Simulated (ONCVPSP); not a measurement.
# Pseudopotential generation for gallium: ONCV, PBE

Aim: build the potential from the settings below, then test how well it stands in for the atom: other configurations, scattering, ghost states and the plane-wave cutoff that it needs.

Method: ONCVPSP 4.0.1.1 (patched build), PBE, scalar-relativistic.

### Step 1. Settings

The settings as typed:

| Property | Result |
| --- | --- |
| element | gallium (Ga, Z = 31) |
| type | optimised norm-conserving Vanderbilt (ONCV) |
| frozen core | [Ar] |
| valence charge | 13 |
| reference configuration | 3d10 4s2 4p1 |
| partial waves | 4s: rc 1.90 bohr, ncon 4, nbas 8, qcut 3.5 1/bohr, 2 projectors, debl 2.6 Ha; 4p: rc 1.85 bohr, ncon 4, nbas 9, qcut 3.5 1/bohr, 2 projectors, debl 1.3 Ha; 3d: rc 0.70 bohr, ncon 4, nbas 8, qcut 14.2 1/bohr, local |
| local potential | the d channel |
| core correction | Teter function, fcfact 5.25, rcfact 1.8 |

The nodes and maxima of the atom's own shells, from an earlier all-electron run, set the scale for the radii.

All-electron outer shells of the reference configuration (PBE, scalar-relativistic, ld1.x):

```
shell  level (eV)  outermost node (bohr)  outermost maximum (bohr)
   3s     -148.13                   0.27                      0.56
   3p      -98.86                   0.24                      0.56
   3d      -19.15                      –                      0.53
   4s       -8.95                   0.81                      1.90
   4p       -2.58                   0.87                      2.53
```

### Step 2. Generating the potential

The input, Ga.dat:

```
# ATOM AND REFERENCE CONFIGURATION
# atsym  z   nc   nv     iexc    psfile
  Ga 31.00    5    3        4      upf
#
#   n    l    f
    1    0    2.00
    2    0    2.00
    2    1    6.00
    3    0    2.00
    3    1    6.00
    3    2   10.00
    4    0    2.00
    4    1    1.00
#
# PSEUDOPOTENTIAL AND OPTIMIZATION
# lmax
    2
#
#   l,   rc,      ep,       ncon, nbas, qcut
    0    1.90    0.00    4    8    3.50
    1    1.85    0.00    4    9    3.50
    2    0.70    0.00    4    8   14.20
#
# LOCAL POTENTIAL
# lloc, lpopt,  rc(5),   dvloc0
    2    5    0.70    0.00
#
# VANDERBILT-KLEINMAN-BYLANDER PROJECTORs
# l, nproj, debl
    0    2    2.60
    1    2    1.30
    2    0    3.00
#
# MODEL CORE CHARGE
# icmod, fcfact, rcfact
    3    5.25    1.80
#
# LOG DERIVATIVE ANALYSIS
# epsh1, epsh2, depsh
   -2.00    5.00    0.02
#
# OUTPUT GRID
# rlmax, drl
    6.00    0.01
#
# TEST CONFIGURATIONS
# ncnf
    4
# nvcnf
#   n    l    f
    3
    3    2   10.00
    4    0    2.00
    4    1    0.00
#
    3
    3    2   10.00
    4    0    1.00
    4    1    0.00
#
    3
    3    2   10.00
    4    0    0.00
    4    1    0.00
#
    3
    3    2   10.00
    4    0    2.00
    4    1    0.50
#
```

Command:

```bash
$ oncvpsp.x < Ga.dat > Ga.out
```

Before running it: what results should come out? Wanted: cutoffs for 1 and 0.1 mHa per electron, occupied waves; bound ghosts; GHOST(+) flags; largest test error; largest phase difference near zero energy, channels read; rms error of d²Exc/dn², without and with the model core.

**Answer**, as computed:

```
                                                quantity                                         value
  cutoffs for 1 and 0.1 mHa per electron, occupied waves                             453 Ha and 524 Ha
                                            bound ghosts              s at -358.86 eV, p at -147.08 eV
                                          GHOST(+) flags                            none at low energy
                            largest test error (AE − PS)  -125 meV, for 3d10 4s1 4p0 (1 test unsolved)
largest phase difference near zero energy, channels read                                     0.002 rad
 rms error of d²Exc/dn², without and with the model core                             6.33 and 1.96 mHa
```

In words: It has a bound ghost (s, p), a state that the atom doesn't have, and that rules the file out. The worst unpolarised test, 3d10 4s1 4p0, is off by 125 meV on 26.8 eV; by total energies transferability rates as poor. Of the tests 1 gave no usable energy difference, which is a warning in itself. It counts as very hard, with 453 Ha needed at the looser tolerance. At the looser tolerance the 3d wave is the slowest; 4s needs 8 Ha. Near zero energy the phases of the channels with partial waves agree within 0.002 rad. These are tests on the free atom; a crystal test is still owed.
